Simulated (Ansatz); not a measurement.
# Al3Cu: further runs on the relaxed cell

The task here is to estimate one member of a computed series from the others.

Method: DFT PBEsol, scalar-relativistic, plane waves, PAW, in Ansatz 0.2.0.

1 further run of the same task is left out (set aside as unsound or not needed).

**The starting structure**

It takes space group Pm-3m (No. 221, cubic). Conventional cell: a = 3.892 Å, b = 3.892 Å, c = 3.892 Å, α = 90.00°, β = 90.00°, γ = 90.00°. Al (site symmetry 4/mmm) has 8 Al at 2.75 Å and 4 Cu at 2.75 Å as nearest neighbours. Around Cu (site symmetry m-3m) lie 12 Al at 2.75 Å.

Structure file:

```xyz
4
Lattice="3.8924 0.0000 0.0000 0.0000 3.8924 0.0000 0.0000 0.0000 3.8924" Properties=species:S:1:pos:R:3 pbc="T T T"
Al    0.0000    1.9462    1.9462
Al    1.9462    0.0000    1.9462
Al    1.9462    1.9462    0.0000
Cu    0.0000    0.0000    0.0000
```

It goes back to an entry of the Materials Project, which need not be the stable form.

This cell was relaxed beforehand with the same method: volume 14.74 Å³/atom, gap on the mesh none (metal).

The first run:

input.yaml reads:

```yaml
crystal:
  lattice:
    - [3.892353778, 0.0, 0.0]
    - [0.0, 3.892353778, 0.0]
    - [0.0, 0.0, 3.892353778]
  atoms:
    - { symbol: Al, position: [0.0, 0.5, 0.5] }
    - { symbol: Al, position: [0.5, 0.0, 0.5] }
    - { symbol: Al, position: [0.5, 0.5, 0.0] }
    - { symbol: Cu, position: [0.0, 0.0, 0.0] }
basis:
  ecutwfc: 420
kpoints:
  mp_grid: { grid: [12, 12, 12] }
  band_path:
    path:
      - [[0.0, 0.0, 0.0], [0.0, 0.5, 0.0], [0.5, 0.5, 0.0], [0.0, 0.0, 0.0], [0.5, 0.5, 0.5], [0.0, 0.5, 0.0]]
      - [[0.5, 0.5, 0.5], [0.5, 0.5, 0.0]]
    npoints: 14
hamiltonian:
  xc: pbesol
scf:
  occupations: { method: gaussian, width: 0.1 }
  n_extra_bands: 10
output:
  forces: true
  stress: true
  eigenvalues: true
  populations: true
  dos: { projected: true, de: 0.02, nscf_kmesh: { grid: [18, 18, 18] } }
  bader: true
```

Command:

```console
> ansatz run input.yaml --threads 1 --pin off --max-ram 2560MiB --backend cpu --events-out ev --progress --plain --runs-dir out
```

Steps of the session up to this table: Electronic structure at the relaxed geometry; Volume × 0.97; The cell scaled to 1.03 of its volume; The cell scaled to 0.94 of its volume; The cell scaled to 1.06 of its volume.

One table of the session follows, with a row left open; its other results are not shown here.

It belongs to the step «Equation of state». 

| volume (Å³/atom) | energy above the lowest point (meV/atom) | pressure (GPa) |
| --- | --- | --- |
| 13.858 | 18.6 | 7.13 |
| 14.300 | 4.4 | 3.27 |
| 14.743 | 0.0 | -0.02 |
| 15.185 | ? | ? |
| 15.627 | 15.3 | -5.21 |

Q: Estimate the row for volume (Å³/atom) = 15.185 from the others.

Worked estimate for «energy above the lowest point (meV/atom)». A straight line through the neighbours (14.743, 0.0) and (15.627, 15.3) gives 0.0 + (15.3 − 0.0) × (15.185 − 14.743) / (15.627 − 14.743) = 7.7; a parabola fitted to 3 rows on both sides gives 3.6.

The run gave: energy above the lowest point (meV/atom): 4.0; pressure (GPa): -2.82. In «energy above the lowest point (meV/atom)» the line misses by +3.7 and the parabola by -0.4.
